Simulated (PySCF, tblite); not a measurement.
# C₂H₉FSi₄: geometry, infrared bands and NMR shifts

What infrared bands and NMR shifts should C₂H₉FSi₄ (`C#C[Si@@H](F)[SiH2][SiH2][SiH3]`) show?

Programs: tblite 0.8.0 and PySCF 2.14.0, with density-fitted response routines of our own. Each step states its level of theory. These are calculated values for one molecule in the gas phase, unless marked as measured. Atoms count from 0, in the outputs and in this text.

### 1 The molecule as given

16 atoms, charge 0, multiplicity 1; geometry from: force field or distance geometry start.

Bonds of the start (Å): C0–C1 1.20, C1–Si2 1.88, Si2–F3 1.61, Si2–Si4 2.30, Si4–Si5 2.30, Si5–Si6 2.29, C0–H7 1.07, Si2–H8 1.48, Si4–H9 1.49, Si4–H10 1.50, Si5–H11 1.49, Si5–H12 1.48, Si6–H13 1.49, Si6–H14 1.49, Si6–H15 1.50.

### 2 Optimising the geometry with GFN2-xTB

The job: settings as JSON, then the geometry in Å.

```
{"job": {"kind": "relax", "xc": "GFN2-xTB", "basis": "xTB"}, "charge": 0, "multiplicity": 1}
C      3.061800     1.048500    -1.291200
C      2.480700     0.389500    -0.477700
Si     1.605400    -0.648200     0.818100
F      1.037100     0.348900     1.942600
Si    -0.156000    -1.774700    -0.145200
Si    -1.443200    -0.217700    -1.240900
Si    -2.073800     1.382600     0.278100
H      3.565300     1.651900    -2.011600
H      2.541800    -1.607300     1.452800
H     -0.975800    -2.496400     0.870800
H      0.330100    -2.797300    -1.126700
H     -2.640500    -0.887900    -1.821600
H     -0.683500     0.391700    -2.357400
H     -0.894000     2.178000     0.705000
H     -3.074400     2.311500    -0.320600
H     -2.688700     0.735700     1.485600
```

Command:

```console
$ OMP_NUM_THREADS=1 python probes_run.py task.json out
```

One launch serves the whole session: the jobs run in the order shown.

**Question.** This job is followed by: GFN2-xTB harmonic vibrations, gas phase; GIAO PBE0/pcSseg-1 NMR shielding, non-relativistic, gas phase. What will the session give for the following? strongest single infrared mode (GFN2-xTB); zero-point energy (GFN2-xTB); ¹³C shifts against TMS (PBE0/pcSseg-1); ¹H shifts against TMS (PBE0/pcSseg-1, means over atoms taken as alike); ²⁹Si shifts against TMS (PBE0/pcSseg-1); ¹⁹F shifts against CFCl3 (PBE0/pcSseg-1).

The runs gave:

```
                                                              quantity                                         value
                             strongest single infrared mode (GFN2-xTB)                          571 cm⁻¹, 869 km/mol
                                          zero-point energy (GFN2-xTB)                                 53.8 kcal/mol
                                ¹³C shifts against TMS (PBE0/pcSseg-1)                               108.1, 90.0 ppm
¹H shifts against TMS (PBE0/pcSseg-1, means over atoms taken as alike)  5.85, 3.67, 3.63, 3.63, 3.46, 3.41, 2.38 ppm
                               ²⁹Si shifts against TMS (PBE0/pcSseg-1)              -1.6, -114.8, -123.5, -128.7 ppm
                              ¹⁹F shifts against CFCl3 (PBE0/pcSseg-1)                                    -215.5 ppm
```

**Reading.** Relaxing lowered the energy by 0.228 eV in 70 steps; the close pair that moved most is Si6–H15, from 1.502 to 1.466 Å. The lowest mode is slightly imaginary (8i cm⁻¹), a soft motion within the noise of the Hessian, so the minimum is not strictly shown. The strongest single mode, at 571 cm⁻¹, is spread over several atoms, H10, H8, H12 among them. GFN2-xTB is a fitted tight-binding method: band positions and strengths are rough. Its intensities can rank the bands wrongly. At PBE0/pcSseg-1: The widest tensor belongs to C1: span 293 ppm, with a paramagnetic part of -165 ppm.
